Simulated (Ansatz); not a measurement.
TaBe2 and its elements, a formation energy from the elements

Program: Ansatz 0.2.0, Python API.

`formation.py`
```python
from collections import Counter

import ansatz
import numpy as np

PHASES = {
    "TaBe2": (
        [(0.0, 3.255866, 3.255866), (3.255866, 0.0, 3.255866), (3.255866, 3.255866, 0.0)],
        [
            ("Ta", (0.75, 0.75, 0.75)),
            ("Ta", (0.5, 0.5, 0.5)),
            ("Be", (0.125, 0.625, 0.125)),
            ("Be", (0.125, 0.125, 0.625)),
            ("Be", (0.625, 0.125, 0.125)),
            ("Be", (0.125, 0.125, 0.125)),
        ],
    ),
    "Ta": (
        [(-1.65128, 1.65128, 1.65128), (1.65128, -1.65128, 1.65128), (1.65128, 1.65128, -1.65128)],
        [
            ("Ta", (0.0, 0.0, 0.0)),
        ],
    ),
    "Be": (
        [(2.2853, 0.0, 0.0), (-1.14265, 1.979128, 0.0), (0.0, 0.0, 3.5842)],
        [
            ("Be", (1 / 3, 2 / 3, 0.25)),
            ("Be", (2 / 3, 1 / 3, 0.75)),
        ],
    ),
}


def build(vectors, sites):
    crystal = ansatz.Crystal(lattice=ansatz.Lattice.of(vectors))
    for symbol, position in sites:
        crystal = crystal.atom(symbol, position)
    return crystal


def solve(name, crystal):
    calc = (
        crystal.calculation()
        .functional("pbesol")
        .mixing("msr1", beta=0.1)
        .initial_density(normalization="atom")
        .scf(max_iterations=100)
        .basis(520)
        .kpoints(spacing=0.39)
        .occupations("gaussian", width=0.05)
        .stress()
    )
    calc = calc.relax(force_tolerance=0.02, cell=True)
    return calc.run(threads=1, pin="off")


def counts(outcome):
    return Counter(site.symbol for site in outcome.lattice.sites)

def formation_energy(outcome, mu):
    n = counts(outcome)
    return (outcome.report["energy_sigma0_ev"] - sum(k * mu[element] for element, k in n.items())) / sum(n.values())


def volume_per_atom(outcome):
    return abs(np.linalg.det(outcome.lattice.cell_ang)) / len(outcome.lattice.sites)

phases = {name: build(*cell) for name, cell in PHASES.items()}

done = {}
for name, crystal in phases.items():
    done[name] = solve(name, crystal)
    print(f"{name}: {done[name].report['energy_sigma0_ev']:.4f} eV, {len(done[name].lattice.sites)} atoms")

references = {"Ta": "Ta", "Be": "Be"}
mu = {element: done[name].report["energy_sigma0_ev"] / len(done[name].lattice.sites) for element, name in references.items()}

target = done["TaBe2"]
heat = formation_energy(target, mu)
rows = [(name, len(o.lattice.sites), volume_per_atom(o), formation_energy(o, mu)) for name, o in done.items()]
print("     phase       atoms  V (A^3/atom)  E_form (eV/atom)")
for row in rows:
    print(f"{str(row[0]):>10}  {row[1]:10d}  {row[2]:12.3f}  {row[3]:16.4f}")
```

```console
$ python formation.py
TaBe2: -19975.5602 eV, 6 atoms
Ta: -9806.5251 eV, 1 atoms
Be: -180.7119 eV, 2 atoms
     phase       atoms  V (A^3/atom)  E_form (eV/atom)
     TaBe2           6        11.300           -0.1810
        Ta           1        17.758            0.0000
        Be           2         7.841            0.0000
```

Caveats:
- The settings weren't tested for convergence.
- The run is spin-unpolarised.
- Spin-orbit coupling, which matters for elements this heavy, is left out.
- The cells come from databases of deposited and of computed structures, and not all need be stable phases.
- The compound is the structure given, not necessarily its lowest; energies are at zero temperature, with no correction for gases. A semilocal functional's error on such energies is often 0.05 to 0.1 eV an atom, and 0.1 to 0.3 eV against gases such as O2 or F2.
- It ran for 9.5 s on 1 thread of Arm Neoverse V2 (shared host), peak memory 0.4 GiB.
